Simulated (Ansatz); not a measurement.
# BGeH₅O: functionals against CCSD(T) at one geometry

The task here is to estimate one member of a computed series from the others.

Computed with Ansatz 0.2.0, Gaussian basis. Level: single points in def2-TZVPP.

Correlated methods freeze the cores. Filled d shells of the heavier atoms are correlated.

### Starting geometry

SMILES `B[O][GeH3]`, 8 atoms, charge 0, spin multiplicity 1.

Atoms are counted from 1 here; the program's logs count them from 0.

Bond lengths: B1–O2 1.312 Å, B1–H4 1.124 Å, B1–H5 1.053 Å, O2–Ge3 1.889 Å, Ge3–H6 1.557 Å, Ge3–H7 1.509 Å, Ge3–H8 1.522 Å. Angles: O2–B1–H4 109.2°, O2–B1–H5 125.2°, H4–B1–H5 125.2°, B1–O2–Ge3 141.5°, O2–Ge3–H6 108.0°, O2–Ge3–H7 103.9°, O2–Ge3–H8 106.6°, H6–Ge3–H7 117.3°, H6–Ge3–H8 103.5°, H7–Ge3–H8 117.0°.

As a file:

```xyz
8
BGeH5O
B    -0.7385    0.9696   -1.1151
O    -0.1632   -0.1300   -0.6882
Ge    0.6860   -0.8602    0.8325
H    -1.0327    0.8390   -2.1918
H    -0.8169    1.8659   -0.5683
H     0.6426    0.2063    1.9657
H     2.0450   -1.2750    0.3257
H    -0.2240   -1.9651    1.3509
```

Set-up of the first run:

Input file run/in.yaml:

```yaml
crystal:
  periodic: [false, false, false]
  atoms:
    - {symbol: B, position_ang: [-0.738500, 0.969600, -1.115100]}
    - {symbol: O, position_ang: [-0.163200, -0.130000, -0.688200]}
    - {symbol: Ge, position_ang: [0.686000, -0.860200, 0.832500]}
    - {symbol: H, position_ang: [-1.032700, 0.839000, -2.191800]}
    - {symbol: H, position_ang: [-0.816900, 1.865900, -0.568300]}
    - {symbol: H, position_ang: [0.642600, 0.206300, 1.965700]}
    - {symbol: H, position_ang: [2.045000, -1.275000, 0.325700]}
    - {symbol: H, position_ang: [-0.224000, -1.965100, 1.350900]}
basis:
  gaussian: {orbitals: def2-TZVPP}
correlation: {method: ccsd_t}
output: {forces: true}
```

No record of the launch command was kept for these runs.

Among the steps run: CCSD(T)/def2-TZVPP; PBE0-D4/def2-TZVPP; wB97M-V/def2-TZVPP; r2SCAN-D4/def2-TZVPP; PBE-D4/def2-TZVPP; CAM-B3LYP-D4/def2-TZVPP; r2SCAN0-D4/def2-TZVPP.

One table of the session follows, with a row left open; its other results are not shown here.

| method | RMS force component (eV/Å) | angle to CCSD(T) forces (°) | dipole (D) |
| --- | --- | --- | --- |
| CCSD(T) | 1.639 | reference | 2.60 |
| PBE0-D4 | 1.613 | 5.7 | 2.56 |
| wB97M-V | ? | ? | ? |
| r2SCAN-D4 | 1.588 | 3.9 | 2.51 |
| PBE-D4 | 1.567 | 7.4 | 2.51 |
| CAM-B3LYP-D4 | 1.586 | 5.3 | 2.62 |
| r2SCAN0-D4 | 1.624 | 5.8 | 2.56 |

Estimate the missing values for wB97M-V.

**Answer.** RMS force component (eV/Å): 1.577; angle to CCSD(T) forces (°): 2.8; dipole (D): 2.65. In the column «RMS force component (eV/Å)» it lies between PBE-D4 (1.567) and CAM-B3LYP-D4 (1.586).
